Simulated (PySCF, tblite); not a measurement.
# C6H13BOSi: geometry, infrared bands and NMR shifts

Wanted: the infrared bands and NMR shifts of C6H13BOSi (`B(OC1CC1)C1C[SiH2]C1`), by calculation.

Programs: tblite 0.8.0 and PySCF 2.14.0, with density-fitted response routines of our own. Each step states its level of theory. These are calculated values for one molecule in the gas phase, unless marked as measured. Atoms are numbered from 0 throughout.

## Step 1: The molecule as given

22 atoms, charge 0, multiplicity 1; geometry from: force field or distance geometry start.

Bonds of the start (Å): B0–O1 1.47, O1–C2 1.40, C2–C3 1.48, C3–C4 1.51, B0–C5 1.59, C5–C6 1.52, C6–Si7 1.85, Si7–C8 1.87, C4–C2 1.50, C8–C5 1.52, B0–H9 1.19, C2–H10 1.11, C3–H11 1.12, C3–H12 1.11, C4–H13 1.12, C4–H14 1.13, C5–H15 1.12, C6–H16 1.09, C6–H17 1.09, Si7–H18 1.45, Si7–H19 1.45, C8–H20 1.11, C8–H21 1.11.

## Step 2: Relaxing the molecule with GFN2-xTB

The job: settings as JSON, then the geometry in Å.

```
{"job": {"kind": "relax", "xc": "GFN2-xTB", "basis": "xTB"}, "charge": 0, "multiplicity": 1}
B      0.010200     0.202800     0.835900
O      1.021300    -0.497200     0.027700
C      2.258100    -0.079000     0.523500
C      3.511600    -0.830900     0.282900
C      3.183300     0.374300    -0.570900
C     -1.502300    -0.200900     0.551200
C     -1.682900    -0.514700    -0.922500
Si    -3.486200    -0.249900    -0.610800
C     -2.427600     0.985800     0.309000
H      0.164700     1.353100     1.118700
H      2.185200     0.660200     1.351900
H      3.520200    -1.781000    -0.314100
H      4.247000    -0.720600     1.111200
H      2.823100     0.179900    -1.610200
H      3.823900     1.292200    -0.416700
H     -1.923500    -0.945300     1.273200
H     -1.361300    -1.541700    -1.113900
H     -1.252400     0.204200    -1.623000
H     -4.071800    -1.306400     0.189900
H     -4.261400     0.305500    -1.706100
H     -2.879300     1.392700     1.238200
H     -1.910200     1.736100    -0.326700
```

Command:

```sh
OMP_NUM_THREADS=1 python probes_run.py task.json out
```

This one command runs all jobs of the session in turn.

The program printed:

```text
step      E/eV     max force
  0    -718.51611    4.144
  1    -719.25893    2.426
  2    -719.68748    2.308
  3    -719.92291    0.948
  4    -720.07525    0.730
  5    -720.15109    0.590
  6    -720.22950    0.523
  7    -720.27071    0.513
  8    -720.31830    0.449
  9    -720.36850    0.503
 10    -720.42165    0.459
 11    -720.46194    0.434
 12    -720.49615    0.469
 13    -720.52992    0.391
 14    -720.55830    0.366
 15    -720.57863    0.309
 16    -720.59265    0.306
 17    -720.60288    0.223
 18    -720.61172    0.218
 19    -720.61937    0.237
 20    -720.62642    0.260
 21    -720.63281    0.179
 22    -720.63729    0.120
 23    -720.64037    0.113
 24    -720.64336    0.167
 25    -720.64722    0.195
 26    -720.65201    0.197
 27    -720.65648    0.172
 28    -720.65966    0.125
 29    -720.66217    0.132
 30    -720.66526    0.154
 31    -720.66950    0.162
 32    -720.67447    0.180
 33    -720.67936    0.163
 34    -720.68399    0.166
 35    -720.68836    0.144
 36    -720.69236    0.145
 37    -720.69590    0.143
 38    -720.69886    0.115
 39    -720.70124    0.110
 40    -720.70315    0.107
 41    -720.70471    0.091
 42    -720.70596    0.085
 43    -720.70705    0.067
 44    -720.70818    0.083
 45    -720.70946    0.088
 46    -720.71087    0.086
 47    -720.71226    0.076
 48    -720.71353    0.081
 49    -720.71470    0.075
 50    -720.71585    0.093
 51    -720.71700    0.089
 52    -720.71816    0.069
 53    -720.71920    0.063
 54    -720.71999    0.068
 55    -720.72093    0.082
 56    -720.72194    0.074
 57    -720.72294    0.071
 58    -720.72371    0.059
 59    -720.72428    0.047
 60    -720.72478    0.055
 61    -720.72535    0.060
 62    -720.72603    0.066
 63    -720.72677    0.067
 64    -720.72757    0.070
 65    -720.72858    0.099
 66    -720.72998    0.125
 67    -720.73178    0.118
 68    -720.73377    0.109
 69    -720.73582    0.112
 70    -720.73801    0.123
 71    -720.74076    0.148
 72    -720.74381    0.141
 73    -720.74593    0.099
 74    -720.74738    0.103
 75    -720.74873    0.085
 76    -720.75002    0.091
 77    -720.75129    0.078
 78    -720.75219    0.062
 79    -720.75299    0.067
 80    -720.75386    0.068
 81    -720.75476    0.069
 82    -720.75540    0.051
 83    -720.75577    0.033
 84    -720.75599    0.031
 85    -720.75620    0.033
 86    -720.75646    0.039
 87    -720.75677    0.041
 88    -720.75707    0.033
 89    -720.75732    0.036
 90    -720.75753    0.029
 91    -720.75770    0.025
 92    -720.75783    0.023
 93    -720.75794    0.025
 94    -720.75807    0.027
 95    -720.75821    0.028
 96    -720.75838    0.034
 97    -720.75855    0.039
 98    -720.75871    0.033
 99    -720.75888    0.026
100    -720.75905    0.031
101    -720.75923    0.033
102    -720.75940    0.034
103    -720.75958    0.034
104    -720.75985    0.041
105    -720.76028    0.044
106    -720.76093    0.055
107    -720.76153    0.058
108    -720.76199    0.062
109    -720.76239    0.059
110    -720.76284    0.048
111    -720.76316    0.039
112    -720.76356    0.047
113    -720.76393    0.049
114    -720.76430    0.043
115    -720.76452    0.031
116    -720.76472    0.041
117    -720.76485    0.024
118    -720.76505    0.024
119    -720.76515    0.028
120    -720.76532    0.034
121    -720.76543    0.033
122    -720.76555    0.023
123    -720.76566    0.019
124    -720.76575    0.015
125    -720.76580    0.015
126    -720.76583    0.013
127    -720.76586    0.012
128    -720.76590    0.015
129    -720.76594    0.016
130    -720.76598    0.015
131    -720.76601    0.012
132    -720.76604    0.014
133    -720.76608    0.016
134    -720.76612    0.021
135    -720.76616    0.016
136    -720.76618    0.011
137    -720.76620    0.010
138    -720.76622    0.013
139    -720.76625    0.018
140    -720.76628    0.016
141    -720.76631    0.010
142    -720.76634    0.012
143    -720.76637    0.013
144    -720.76641    0.015
145    -720.76645    0.013
146    -720.76649    0.014
147    -720.76654    0.014
148    -720.76660    0.020
149    -720.76669    0.024
150    -720.76681    0.025
151    -720.76696    0.034
152    -720.76713    0.033
153    -720.76735    0.038
154    -720.76765    0.048
155    -720.76803    0.044
156    -720.76846    0.049
157    -720.76892    0.058
158    -720.76940    0.055
159    -720.76988    0.050
160    -720.77020    0.077
161    -720.77041    0.065
162    -720.77091    0.038
163    -720.77077    0.081
164    -720.77140    0.040
165    -720.77165    0.023
166    -720.77214    0.052
167    -720.77240    0.037
168    -720.77261    0.034
169    -720.77276    0.034
170    -720.77289    0.028
171    -720.77309    0.031
172    -720.77330    0.033
173    -720.77356    0.035
174    -720.77369    0.055
175    -720.77403    0.052
176    -720.77426    0.031
177    -720.77465    0.041
178    -720.77494    0.035
179    -720.77532    0.053
180    -720.77551    0.045
181    -720.77560    0.046
182    -720.77583    0.016
183    -720.77591    0.018
184    -720.77596    0.019
185    -720.77602    0.014
186    -720.77607    0.012
187    -720.77612    0.013
188    -720.77614    0.012
189    -720.77617    0.010
190    -720.77619    0.013
191    -720.77621    0.012
192    -720.77624    0.011
193    -720.77626    0.010
194    -720.77629    0.017
195    -720.77633    0.014
196    -720.77638    0.010
```

It took 3 s on 1 thread of Arm Neoverse N1, shared host; peak memory 0.18 GiB.

The steps of the relaxation: (not every step is listed)

| step | energy from step 0 (eV) | largest force (eV/Å) |
| --- | --- | --- |
| 0 | 0.0000 | 4.1436 |
| 1 | -0.7428 | 2.4257 |
| 2 | -1.1714 | 2.3082 |
| 3 | -1.4068 | 0.9479 |
| 4 | -1.5591 | 0.7301 |
| 5 | -1.6350 | 0.5897 |
| 6 | -1.7134 | 0.5235 |
| 7 | -1.7546 | 0.5132 |
| 8 | -1.8022 | 0.4488 |
| 26 | -2.1359 | 0.1967 |
| 44 | -2.1921 | 0.0829 |
| 62 | -2.2099 | 0.0657 |
| 80 | -2.2378 | 0.0684 |
| 98 | -2.2426 | 0.0325 |
| 116 | -2.2486 | 0.0414 |
| 134 | -2.2500 | 0.0210 |
| 152 | -2.2510 | 0.0330 |
| 170 | -2.2568 | 0.0285 |
| 188 | -2.2600 | 0.0117 |
| 191 | -2.2601 | 0.0123 |
| 192 | -2.2601 | 0.0112 |
| 193 | -2.2601 | 0.0102 |
| 194 | -2.2602 | 0.0170 |
| 195 | -2.2602 | 0.0140 |
| 196 | -2.2603 | 0.0100 |

Distances of close pairs at the start and the end, largest changes first:

| bond | before (Å) | after (Å) | change (Å) |
| --- | --- | --- | --- |
| B0–O1 | 1.472 | 1.330 | -0.141 |
| C6–Si7 | 1.849 | 1.903 | +0.054 |
| C4–H14 | 1.130 | 1.079 | -0.051 |
| C3–H11 | 1.122 | 1.079 | -0.044 |
| C4–H13 | 1.117 | 1.079 | -0.038 |
| C5–C8 | 1.524 | 1.561 | +0.037 |
| Si7–C8 | 1.869 | 1.906 | +0.037 |
| C3–H12 | 1.113 | 1.079 | -0.034 |

The end geometry stands in the next job.

## Step 3: Harmonic vibrations with GFN2-xTB

The job: settings as JSON, then the geometry in Å.

```
{"job": {"kind": "ir", "xc": "GFN2-xTB", "basis": "xTB"}, "charge": 0, "multiplicity": 1}
B     -0.053302     0.162962     1.203457
O      0.887875    -0.093633     0.299148
C      2.212444     0.306812     0.387319
C      3.255321    -0.609572    -0.180384
C      2.915196     0.670268    -0.887236
C     -1.536580    -0.308959     0.896491
C     -1.713905    -1.261445    -0.315653
Si    -2.822902    -0.001439    -1.211916
C     -2.390241     0.903821     0.408792
H      0.198434     0.776669     2.188066
H      2.447543     0.866298     1.289411
H      2.910583    -1.530266    -0.623957
H      4.202199    -0.688518     0.330499
H      2.344994     0.599441    -1.800263
H      3.625750     1.481912    -0.867991
H     -2.000992    -0.740469     1.786396
H     -2.171555    -2.211313    -0.044876
H     -0.767140    -1.483758    -0.801510
H     -4.233691    -0.361267    -1.384466
H     -2.304012     0.591037    -2.447684
H     -3.214246     1.138039     1.079300
H     -1.802182     1.812765     0.295424
```

The program printed:

```text
mode    cm-1     km/mol
  1     -20.8      0.03
  2      26.3      0.05
  3      73.6      0.42
  4      95.0      0.37
  5     105.5      0.46
  6     248.1      0.26
  7     270.7      0.78
  8     390.1      3.00
  9     426.8      4.69
 10     433.0     28.81
 11     452.4      1.22
 12     501.4      6.42
 13     531.9     11.45
 14     618.3    161.52
 15     689.8      5.59
 16     733.9    128.63
 17     773.6     98.89
 18     777.7    103.13
 19     781.9    194.84
 20     791.8      8.01
 21     817.8     36.43
 22     843.0     27.19
 23     855.9      1.49
 24     862.6     36.03
 25     972.5     22.90
 26    1001.5      7.95
 27    1011.8      4.24
 28    1028.8      1.86
 29    1052.5     21.29
 30    1063.4      1.29
 31    1070.4     13.06
 32    1082.4     16.26
 33    1088.2      0.20
 34    1106.7     52.98
 35    1150.7      0.01
 36    1157.9      9.63
 37    1185.7      0.65
 38    1197.2      7.37
 39    1240.5      8.17
 40    1255.1      8.75
 41    1276.9      3.65
 42    1333.7    217.42
 43    1362.4    222.70
 44    1418.6      0.55
 45    1470.2     11.02
 46    1473.0      4.25
 47    1482.3      0.40
 48    2229.1    527.13
 49    2240.3    217.26
 50    2476.2    220.62
 51    2945.8     38.03
 52    2980.9     49.25
 53    2987.9     29.38
 54    2995.2     93.47
 55    3006.0     40.79
 56    3018.6     16.09
 57    3093.0     18.73
 58    3094.4     18.32
 59    3106.0      3.41
 60    3122.4     46.00
```

Wall time 1.7 s (1 thread of Arm Neoverse N1, shared host); peak memory 0.18 GiB.

Which atoms move in the most intense modes:

| cm⁻¹ | km/mol | atoms |
| --- | --- | --- |
| 618 | 161.5 | H19 45 %, H18 41 % |
| 734 | 128.6 | Si7 33 %, C8 28 %, C6 19 % |
| 782 | 194.8 | H9 24 %, B0 24 % |
| 1334 | 217.4 | B0 43 %, O1 20 %, H10 11 % |
| 1362 | 222.7 | C2 32 %, O1 16 %, B0 12 %, H10 10 % |
| 2229 | 527.1 | H18 70 %, H19 26 % |
| 2240 | 217.3 | H19 71 %, H18 27 % |
| 2476 | 220.6 | H9 93 % |

## Step 4: Shielding tensors: PBE0/pcSseg-1

The job, as its differences from that of step 3:

```diff
@@ -1,2 +1,2 @@
-{"job": {"kind": "ir", "xc": "GFN2-xTB", "basis": "xTB"}, "charge": 0, "multiplicity": 1}
+{"job": {"kind": "nmr", "xc": "PBE0", "basis": "pcSseg-1"}, "charge": 0, "multiplicity": 1}
 B     -0.053302     0.162962     1.203457
```

Level: GIAO PBE0/pcSseg-1 NMR shielding, non-relativistic, gas phase.

The program printed:

```text
coarse grid: 18376 points
cycle   1  E = -625.2676655518  dE =  1.192e+00  |g| = 6.726e-01  |ddm| = 4.121e+00
cycle   2  E = -625.1694571882  dE =  9.821e-02  |g| = 9.697e-01  |ddm| = 1.406e+00
cycle   3  E = -625.3670615228  dE = -1.976e-01  |g| = 1.030e-01  |ddm| = 9.154e-01
cycle   4  E = -625.3686941038  dE = -1.633e-03  |g| = 4.728e-02  |ddm| = 1.032e-01
cycle   5  E = -625.3691704334  dE = -4.763e-04  |g| = 1.025e-02  |ddm| = 4.488e-02
cycle   6  E = -625.3691939134  dE = -2.348e-05  |g| = 3.052e-03  |ddm| = 1.201e-02
cycle   7  E = -625.3691961488  dE = -2.235e-06  |g| = 5.512e-04  |ddm| = 2.966e-03
final grid: 171432 points
cycle   8  E = -625.4332263584  dE = -4.824e-05  |g| = 1.199e-02  |ddm| = 3.235e-02
cycle   9  E = -625.4331946786  dE =  3.168e-05  |g| = 1.752e-02  |ddm| = 2.124e-02
cycle  10  E = -625.4332572508  dE = -6.257e-05  |g| = 1.636e-03  |ddm| = 1.266e-02
cycle  11  E = -625.4332578193  dE = -5.685e-07  |g| = 2.991e-04  |ddm| = 1.665e-03
cycle  12  E = -625.4332578370  dE = -1.763e-08  |g| = 9.218e-05  |ddm| = 3.326e-04
cycle  13  E = -625.4332578389  dE = -1.951e-09  |g| = 3.057e-05  |ddm| = 1.042e-04
cycle  14  E = -625.4332578391  dE = -2.128e-10  |g| = 7.011e-06  |ddm| = 3.071e-05
converged SCF energy = -625.4332578391

GIAO shielding tensors (ppm)
atom      isotropic    diamagn.    paramagn.     s11        s22        s33       span
  0 B       56.194     194.159    -137.965     20.014     53.692     94.877     74.862
  1 O      126.239     401.020    -274.780    -40.500    128.216    291.002    331.502
  2 C      129.133     235.273    -106.140     83.788     95.567    208.045    124.258
  3 C      177.622     256.631     -79.009    147.262    173.871    211.733     64.471
  4 C      177.626     253.065     -75.438    146.998    173.912    211.969     64.971
  5 C      161.427     254.783     -93.357    139.220    171.357    173.702     34.482
  6 C      179.555     251.409     -71.855    160.995    175.679    201.990     40.995
  7 Si     382.193     880.606    -498.413    343.728    372.605    430.247     86.519
  8 C      180.454     253.420     -72.966    156.625    181.870    202.868     46.243
  9 H       26.250      32.103      -5.853     24.487     26.401     27.862      3.375
 10 H       27.711      28.570      -0.859     22.160     27.514     33.459     11.299
 11 H       30.761      31.637      -0.877     25.406     28.583     38.294     12.887
 12 H       31.062      29.624       1.438     25.402     26.667     41.117     15.716
 13 H       30.729      31.517      -0.787     25.613     28.241     38.333     12.720
 14 H       31.046      29.531       1.515     25.479     26.688     40.970     15.491
 15 H       29.266      33.789      -4.522     25.626     27.685     34.489      8.863
 16 H       30.502      31.097      -0.595     26.750     27.457     37.299     10.549
 17 H       29.889      33.142      -3.253     24.769     30.166     34.733      9.964
 18 H       26.771      29.474      -2.703     24.087     24.439     31.786      7.699
 19 H       26.950      29.503      -2.553     24.040     25.301     31.510      7.471
 20 H       30.262      30.525      -0.262     26.350     27.138     37.299     10.950
 21 H       30.698      32.406      -1.708     27.007     29.370     35.717      8.710
```

Wall time 88 s (1 thread of Arm Neoverse N1, shared host); peak memory 1.1 GiB.

The references, computed at this level on geometries of the same kind, shield at (ppm): 1H TMS 31.72, 13C TMS 186.9, 29Si TMS 349.2, 17O H2O 336.1, 11B BF3·OEt2 100.1. Their shielding less the atom's gives the shift. The references are single molecules in the gas phase, so shifts against H2O, NH3, PH3, H3PO4 or CFCl3 are not on the usual liquid scales and can be off by tens of ppm. Atoms listed in one row are averaged.

| atoms | environment | σ (ppm) | δ (ppm) | δ scaled to CDCl3 |
| --- | --- | --- | --- | --- |
| C2 | three-membered-ring carbon | 129.1 | 57.8 | 54.5 |
| C5 | sp3 CH bonded to B | 161.4 | 25.5 | 23.0 |
| C3, C4 | three-membered-ring carbon | 177.6 | 9.3 | 7.2 |
| C6, C8 | sp3 CH2 bonded to Si | 180.0 | 6.9 | 4.8 |
| H9 | hydrogen on a boron bonded to C, O | 26.25 | 5.47 | – |
| H18 | hydrogen on a silicon bonded to 2 C, in a 4-membered ring | 26.77 | 4.95 | – |
| H19 | hydrogen on a silicon bonded to 2 C, in a 4-membered ring | 26.95 | 4.77 | – |
| H10 | hydrogen on a three-membered-ring carbon | 27.71 | 4.01 | 3.88 |
| H15 | hydrogen on an sp3 CH bonded to B | 29.27 | 2.45 | 2.42 |
| H17, H21 | hydrogen on an sp3 CH2 bonded to Si | 30.29 | 1.42 | 1.45 |
| H16, H20 | hydrogen on an sp3 CH2 bonded to Si | 30.38 | 1.33 | 1.36 |
| H11, H13 | hydrogen on a three-membered-ring carbon | 30.75 | 0.97 | 1.02 |
| H12, H14 | hydrogen on a three-membered-ring carbon | 31.05 | 0.66 | 0.73 |
| B0 | boron bonded to C, O, H | 56.2 | 43.9 | – |
| O1 | oxygen bonded to C, B | 126.2 | 209.8 | – |
| Si7 | silicon bonded to 2 C, 2 H, in a 4-membered ring | 382.2 | -33.0 | – |

The scaled column applies a straight-line fit of computed shieldings to shifts measured in CDCl3 (root-mean-square error 0.16 ppm for H, 1.9 ppm for C).

Charges from the same density, by scheme (e):

| atoms | Mulliken | IAO | Hirshfeld | ESP fit |
| --- | --- | --- | --- | --- |
| B0 | 0.47 | 0.25 | 0.18 | 0.01 |
| O1 | -0.45 | -0.34 | -0.13 | -0.06 |
| C2 | 0.05 | 0.07 | 0.04 | 0.01 |
| C3, C4 | -0.21 | -0.31 | -0.09 | -0.30 |
| C5 | -0.45 | -0.25 | -0.10 | 0.24 |
| C6, C8 | -0.47 | -0.54 | -0.17 | -0.48 |
| Si7 | 0.64 | 0.74 | 0.35 | 0.54 |

Mayer bond orders: B0–O1 1.25, O1–C2 0.87, C2–C3 0.96, C3–C4 0.96, B0–C5 0.93, C5–C6 0.99, C6–Si7 0.95, Si7–C8 0.93, C4–C2 0.96, C8–C5 0.97.

Ring of atoms C2, C3, C4: NICS(0) -39.7, NICS(1) -7.8, NICS(1)zz -20.7 ppm (means of both faces; NICS(1) differs between them: -9.3 and -6.3).

The two faces differ (NICS(1)zz -17.2 and -24.1 ppm).

In rings of three or four atoms NICS is ruled by the nearby σ bonds, so it says little on aromaticity.

Ring of atoms C5, C6, Si7, C8: NICS(0) 1.7, NICS(1) 0.1, NICS(1)zz 5.9 ppm (means of both faces).

## Step 5: Summary of results

| quantity | value |
| --- | --- |
| strongest single infrared mode (GFN2-xTB) | 2229 cm⁻¹, 527 km/mol |
| zero-point energy (GFN2-xTB) | 109.9 kcal/mol |
| 13C shifts against TMS (PBE0/pcSseg-1, means over atoms taken as alike) | 57.8, 25.5, 9.3, 6.9 ppm |
| 1H shifts against TMS (PBE0/pcSseg-1, means over atoms taken as alike) | 5.47, 4.95, 4.77, 4.01, 2.45, 1.42, 1.33, 0.97, 0.66 ppm |
| 11B shifts against BF3·OEt2 (PBE0/pcSseg-1) | 43.9 ppm |
| 17O shifts against H2O (PBE0/pcSseg-1) | 209.8 ppm |
| 29Si shifts against TMS (PBE0/pcSseg-1) | -33.0 ppm |

In words: Over 196 steps the energy fell by 2.260 eV; of the close pairs, B0–O1 changed most, 1.472 to 1.330 Å. The lowest mode is imaginary (21i cm⁻¹), so the xTB geometry is not a minimum. The strongest single mode, at 2229 cm⁻¹, moves mainly H18. Unscaled tight-binding wavenumbers are off by several per cent, some by more. Its intensities can rank the bands wrongly. At PBE0/pcSseg-1: The largest span, 332 ppm, is at O1, where the paramagnetic term is -275 ppm.
